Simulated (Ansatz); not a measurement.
# C₂H₁₀Al₂O₂: basis-set convergence

How large a basis does C₂H₁₀Al₂O₂ need? Two functionals are run in growing sets.

Computed with Ansatz 0.2.0, Gaussian basis. Level: one geometry, several basis sets.

Plan: PBE0-D4/def2-SVP; ωB97M-V/def2-SVP; PBE0-D4/def2-QZVPP; ωB97M-V/def2-QZVPP; the functionals' def2-TZVPP values are taken from earlier runs.

## Step 1: The relaxed structure

An earlier PBE0-D4 in a triple-zeta def2 set relaxation fixed the geometry.

SMILES `[CH3][Al@H-]1[OH+][Al@@H-]([CH3])[OH+]1`, 16 atoms, charge 0, spin multiplicity 1.

Atoms are counted from 1 here; the program's logs count them from 0.

Bond lengths: C1–Al2 1.950 Å, C1–H7 1.095 Å, C1–H8 1.095 Å, C1–H9 1.095 Å, Al2–O3 1.862 Å, Al2–O6 1.860 Å, Al2–H10 1.590 Å, O3–Al4 1.862 Å, O3–H11 0.958 Å, Al4–C5 1.950 Å, Al4–O6 1.860 Å, Al4–H12 1.590 Å, C5–H13 1.095 Å, C5–H14 1.095 Å, C5–H15 1.095 Å, O6–H16 0.957 Å. Angles: Al2–C1–H7 112.4°, Al2–C1–H8 111.3°, Al2–C1–H9 111.9°, H7–C1–H8 107.2°, H7–C1–H9 107.4°, H8–C1–H9 106.4°, C1–Al2–O3 114.0°, C1–Al2–O6 110.4°, C1–Al2–H10 122.4°, O3–Al2–O6 81.6°, O3–Al2–H10 108.4°, O6–Al2–H10 112.8°, Al2–O3–Al4 98.3°, Al2–O3–H11 121.1°, Al4–O3–H11 121.1°, O3–Al4–C5 114.0°, O3–Al4–O6 81.6°, O3–Al4–H12 108.4° and more.

## Step 2: PBE0-D4 in def2-SVP

Input file in.yaml:

```yaml
crystal:
  periodic: [false, false, false]
  atoms:
    - {symbol: C, position_ang: [-1.364800, 2.043873, -0.574036]}
    - {symbol: Al, position_ang: [-0.817248, 0.997998, 0.978624]}
    - {symbol: O, position_ang: [0.989066, 0.547907, 0.989996]}
    - {symbol: Al, position_ang: [0.818491, -1.263513, 0.596039]}
    - {symbol: C, position_ang: [1.370155, -1.737542, -1.213755]}
    - {symbol: O, position_ang: [-0.987393, -0.820261, 0.627017]}
    - {symbol: H, position_ang: [-0.911829, 1.680622, -1.501899]}
    - {symbol: H, position_ang: [-1.081000, 3.095768, -0.465446]}
    - {symbol: H, position_ang: [-2.451412, 2.030190, -0.712402]}
    - {symbol: H, position_ang: [-1.246777, 1.382791, 2.459834]}
    - {symbol: H, position_ang: [1.569231, 0.849098, 1.689814]}
    - {symbol: H, position_ang: [1.271007, -2.097931, 1.870997]}
    - {symbol: H, position_ang: [1.033040, -1.007822, -1.956672]}
    - {symbol: H, position_ang: [0.981279, -2.716195, -1.515534]}
    - {symbol: H, position_ang: [2.460295, -1.800898, -1.293723]}
    - {symbol: H, position_ang: [-1.632104, -1.184105, 0.021157]}
basis:
  gaussian: {orbitals: def2-SVP}
hamiltonian: {xc: pbe0, dispersion: d4}
output: {orbitals: {seedname: orbitals}}
```

The run is started by

```console
$ ansatz run in.yaml --threads 4 --pin off --events-out ev --progress --plain --max-ram 11315MiB
```

Further steps of the session: ωB97M-V in def2-SVP; PBE0-D4 in def2-QZVPP; ωB97M-V in def2-QZVPP.

Q: Predict the results of all the runs planned. Wanted: PBE0-D4: double and triple zeta above quadruple; ωB97M-V: double and triple zeta above quadruple.

**Answer**, as computed:

| quantity | value |
| --- | --- |
| PBE0-D4: double and triple zeta above quadruple | 12.94, 0.81 eV |
| ωB97M-V: double and triple zeta above quadruple | 13.15, 0.77 eV |

In words: For PBE0-D4 the step from double to triple zeta gains 12.13 eV and the next only 0.81 eV. These are total energies; as a rule much of such shifts cancels in differences, which this series doesn't test. The LUMO of ωB97M-V is positive and keeps falling with the basis (1.95 to 0.62 eV): an unbound level that the basis holds in place.
